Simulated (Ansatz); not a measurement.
# C₂H₄ClGa: small, medium and large basis sets

An exercise on one series of results from a longer session: the logs are not shown, and one member is left open.

The runs use Ansatz 0.2.0, Gaussian basis; one geometry, several basis sets.

The runs, in order: PBE0-D4/def2-SVP; ωB97M-V/def2-SVP; PBE0-D4/def2-QZVPP; ωB97M-V/def2-QZVPP; the functionals' def2-TZVPP values are taken from earlier runs.

## The relaxed structure

An earlier PBE0-D4 in a triple-zeta def2 set relaxation fixed the geometry.

SMILES `C=[CH][GaH][Cl]`, 8 atoms, charge 0, spin multiplicity 1.

Atoms are counted from 1 here; the program's logs count them from 0.

Bond lengths: C1–C2 1.332 Å, C1–H5 1.088 Å, C1–H6 1.088 Å, C2–Ga3 1.937 Å, C2–H7 1.087 Å, Ga3–Cl4 2.154 Å, Ga3–H8 1.558 Å. Angles: C2–C1–H5 122.2°, C2–C1–H6 122.3°, H5–C1–H6 115.5°, C1–C2–Ga3 120.6°, C1–C2–H7 118.9°, Ga3–C2–H7 120.5°, C2–Ga3–Cl4 116.7°, C2–Ga3–H8 127.1°, Cl4–Ga3–H8 116.1°.

Coordinates:

```
C    -0.39959    1.40160    0.24455
C     0.49139    0.45139   -0.03505
Ga   -0.05113   -1.40330   -0.16233
Cl    1.49209   -2.83494   -0.61855
H    -1.45109    1.17858    0.40986
H    -0.12521    2.45140    0.32298
H     1.52980    0.73380   -0.19084
H    -1.48626   -1.97853    0.02940
```

The first run:

The input, in.yaml:

```yaml
crystal:
  periodic: [false, false, false]
  atoms:
    - {symbol: C, position_ang: [-0.399591, 1.401601, 0.244551]}
    - {symbol: C, position_ang: [0.491393, 0.451387, -0.035051]}
    - {symbol: Ga, position_ang: [-0.051129, -1.403301, -0.162330]}
    - {symbol: Cl, position_ang: [1.492095, -2.834936, -0.618552]}
    - {symbol: H, position_ang: [-1.451088, 1.178577, 0.409855]}
    - {symbol: H, position_ang: [-0.125209, 2.451403, 0.322977]}
    - {symbol: H, position_ang: [1.529795, 0.733798, -0.190845]}
    - {symbol: H, position_ang: [-1.486255, -1.978528, 0.029395]}
basis:
  gaussian: {orbitals: def2-SVP}
hamiltonian: {xc: pbe0, dispersion: d4}
output: {orbitals: {seedname: orbitals}}
```

The run is started by

```
$ ansatz run in.yaml --threads 2 --pin off --events-out ev --progress --plain --max-ram 32768MiB --backend cpu
```

Among the steps run: PBE0-D4 in def2-SVP; ωB97M-V in def2-SVP; PBE0-D4 in def2-QZVPP; ωB97M-V in def2-QZVPP.

One of the session's tables, all rows but one given; the rest of the session is left out.

It belongs to the step «Functionals by basis». 

```
functional       basis  HOMO (eV)  LUMO (eV)
   PBE0-D4    def2-SVP          ?          ?
   PBE0-D4  def2-TZVPP      -8.18      -1.81
   PBE0-D4  def2-QZVPP      -8.20      -1.84
   ωB97M-V    def2-SVP     -10.23       0.16
   ωB97M-V  def2-TZVPP     -10.38       0.03
   ωB97M-V  def2-QZVPP     -10.41      -0.07
```

Q: Estimate the row for PBE0-D4, def2-SVP from the others.

**Answer.** HOMO (eV): -8.07; LUMO (eV): -1.71. In the column «HOMO (eV)» it is the highest.
